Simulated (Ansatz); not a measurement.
**CH5InSe: one species, many methods**

One table from this session's results is given with a row withheld; the runs are named, their logs left out.

Computed with Ansatz 0.2.0, Gaussian basis. Level: functionals in def2-TZVPP, the program's frozen cores in correlated methods.

The runs, in order: LDA (SPW92), PBE-D4, revPBE-D4, BLYP-D4, r2SCAN-D4, B97M-V, PBE0-D4, B3LYP-D4, r2SCANh-D4, r2SCAN0-D4, HSE06-D4, BHLYP-D4, CAM-B3LYP-D4, LC-ωPBE, ωB97X-V, ωB97M-V, B2PLYP, PBE-QIDH; CCSD(T)/def2-SVP; CCSD(T)/def2-TZVPP; MP2/def2-QZVPP; extrapolation to the limit; RPA on PBE.

## Structure used throughout

The geometry comes from an earlier relaxation with PBE0-D4 in a triple-zeta def2 set; it is a stationary point, not always the lowest conformer. In takes the def2 core potential; no spin-orbit term is included.

SMILES `C[Se][InH2]`, 8 atoms, charge 0, spin multiplicity 1.

Atoms are counted from 1 here; the program's logs count them from 0.

Bond lengths: C1–Se2 1.963 Å, C1–H4 1.088 Å, C1–H5 1.088 Å, C1–H6 1.088 Å, Se2–In3 2.492 Å, In3–H7 1.719 Å, In3–H8 1.712 Å. Angles: Se2–C1–H4 108.3°, Se2–C1–H5 110.8°, Se2–C1–H6 108.4°, H4–C1–H5 109.7°, H4–C1–H6 109.9°, H5–C1–H6 109.7°, C1–Se2–In3 100.1°, Se2–In3–H7 113.9°, Se2–In3–H8 117.1°, H7–In3–H8 129.1°.

Geometry (Å):

```xyz
8

C    -0.74805    1.20228   -0.52921
Se   -1.18023   -0.17649    0.79995
In    0.90397   -1.53995    0.70849
H    -0.78927    2.17357   -0.04020
H     0.24510    1.04206   -0.94406
H    -1.48993    1.15656   -1.32399
H     2.07226   -0.95122   -0.40699
H     0.98617   -2.90679    1.73602
```

Set-up of the first run:

Input file in.yaml:

```yaml
crystal:
  periodic: [false, false, false]
  atoms:
    - {symbol: C, position_ang: [-0.748054, 1.202277, -0.529212]}
    - {symbol: Se, position_ang: [-1.180225, -0.176492, 0.799948]}
    - {symbol: In, position_ang: [0.903966, -1.539953, 0.708490]}
    - {symbol: H, position_ang: [-0.789273, 2.173569, -0.040202]}
    - {symbol: H, position_ang: [0.245096, 1.042059, -0.944060]}
    - {symbol: H, position_ang: [-1.489933, 1.156559, -1.323994]}
    - {symbol: H, position_ang: [2.072263, -0.951215, -0.406989]}
    - {symbol: H, position_ang: [0.986170, -2.906795, 1.736019]}
basis:
  gaussian: {orbitals: def2-TZVPP}
hamiltonian: {xc: lda}
output: {orbitals: {seedname: orbitals}}
```

On the command line:

```sh
$ ansatz run in.yaml --threads 4 --pin off --events-out ev --progress --plain --max-ram 10444MiB
```

Among the steps run: LDA; PBE-D4 (GGA); revPBE-D4 (GGA); BLYP-D4 (GGA); r2SCAN-D4 (meta-GGA); B97M-V (meta-GGA); B3LYP-D4 (hybrid); r2SCANh-D4 (hybrid); r2SCAN0-D4 (hybrid); HSE06-D4 (hybrid); BHLYP-D4 (hybrid); CAM-B3LYP-D4 (range-separated); LC-ωPBE (range-separated); ωB97X-V (range-separated); ωB97M-V (range-separated); B2PLYP (double hybrid); PBE-QIDH (double hybrid).

One of the session's tables, all rows but one given; the rest of the session is left out.

```
  functional  HOMO (eV)  LUMO (eV)  gap (eV)
 LDA (SPW92)      -5.74      -2.53      3.21
      PBE-D4      -5.59      -2.27      3.31
   revPBE-D4      -5.53      -2.16      3.36
     BLYP-D4      -5.44      -2.22      3.22
   r2SCAN-D4      -5.80      -2.04      3.77
      B97M-V      -5.88      -2.28      3.60
     PBE0-D4      -6.61      -1.60      5.01
    B3LYP-D4      -6.41      -1.85      4.56
  r2SCANh-D4      -6.19      -1.80      4.39
  r2SCAN0-D4      -6.76      -1.45      5.31
    HSE06-D4      -6.22      -1.95      4.27
    BHLYP-D4      -7.52      -0.97      6.54
CAM-B3LYP-D4      -7.84      -0.82      7.02
     LC-ωPBE      -9.14       0.23      9.37
     ωB97X-V          ?          ?         ?
     ωB97M-V      -8.71      -0.14      8.56
```

**Question.** Estimate the row for ωB97X-V.

As computed: HOMO (eV): -8.82; LUMO (eV): 0.11; gap (eV): 8.93. In the column «HOMO (eV)» it lies between LC-ωPBE (-9.14) and ωB97M-V (-8.71).

To keep in mind: All levels share the lack of spin-orbit coupling, which lowers the free heavy atoms and so the true binding.
